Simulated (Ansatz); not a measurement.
**CH4GeO: small, medium and large basis sets**

Aim: see how fast density functionals converge with the basis set for CH4GeO.

The runs use Ansatz 0.2.0, Gaussian basis; one geometry, several basis sets.

Levels to be run: PBE0-D4/def2-SVP; ωB97M-V/def2-SVP; PBE0-D4/def2-QZVPP; ωB97M-V/def2-QZVPP; the functionals' def2-TZVPP values are taken from earlier runs.

### Step 1. The geometry

All runs share one geometry, relaxed beforehand with PBE0-D4/def2-TZVP.

SMILES `[CH3][Ge][OH]`, 7 atoms, charge 0, spin multiplicity 1.

Atoms are counted from 1 here; the program's logs count them from 0.

Bond lengths: C1–Ge2 2.003 Å, C1–H4 1.096 Å, C1–H5 1.092 Å, C1–H6 1.096 Å, Ge2–O3 1.791 Å, O3–H7 0.962 Å. Angles: Ge2–C1–H4 109.8°, Ge2–C1–H5 112.4°, Ge2–C1–H6 109.8°, H4–C1–H5 108.5°, H4–C1–H6 107.7°, H5–C1–H6 108.5°, C1–Ge2–O3 97.5°, Ge2–O3–H7 114.7°.

### Step 2. PBE0-D4 in def2-SVP

in.yaml reads:

```yaml
crystal:
  periodic: [false, false, false]
  atoms:
    - {symbol: C, position_ang: [-0.686480, 0.424364, -0.301775]}
    - {symbol: Ge, position_ang: [1.294470, 0.428640, -0.596621]}
    - {symbol: O, position_ang: [1.703986, -0.887359, 0.547802]}
    - {symbol: H, position_ang: [-1.096532, -0.562316, -0.544962]}
    - {symbol: H, position_ang: [-1.198970, 1.171364, -0.910901]}
    - {symbol: H, position_ang: [-0.905867, 0.626637, 0.752638]}
    - {symbol: H, position_ang: [0.950592, -1.269432, 1.008116]}
basis:
  gaussian: {orbitals: def2-SVP}
hamiltonian: {xc: pbe0, dispersion: d4}
output: {orbitals: {seedname: orbitals}}
```

On the command line:

```
$ ansatz run in.yaml --threads 2 --pin off --events-out ev --progress --plain --max-ram 32768MiB --backend cpu
```

The runs that follow: ωB97M-V in def2-SVP; PBE0-D4 in def2-QZVPP; ωB97M-V in def2-QZVPP.

Q: Predict the results of all the runs planned. Wanted: PBE0-D4: double and triple zeta above quadruple; ωB97M-V: double and triple zeta above quadruple.

The runs gave:

```
                                       quantity           value
PBE0-D4: double and triple zeta above quadruple  12.45, 1.42 eV
ωB97M-V: double and triple zeta above quadruple  12.54, 1.38 eV
```

**Reading.** For PBE0-D4 the step from double to triple zeta gains 11.03 eV and the next only 1.42 eV. These are total energies; as a rule much of such shifts cancels in differences, which this series doesn't test.
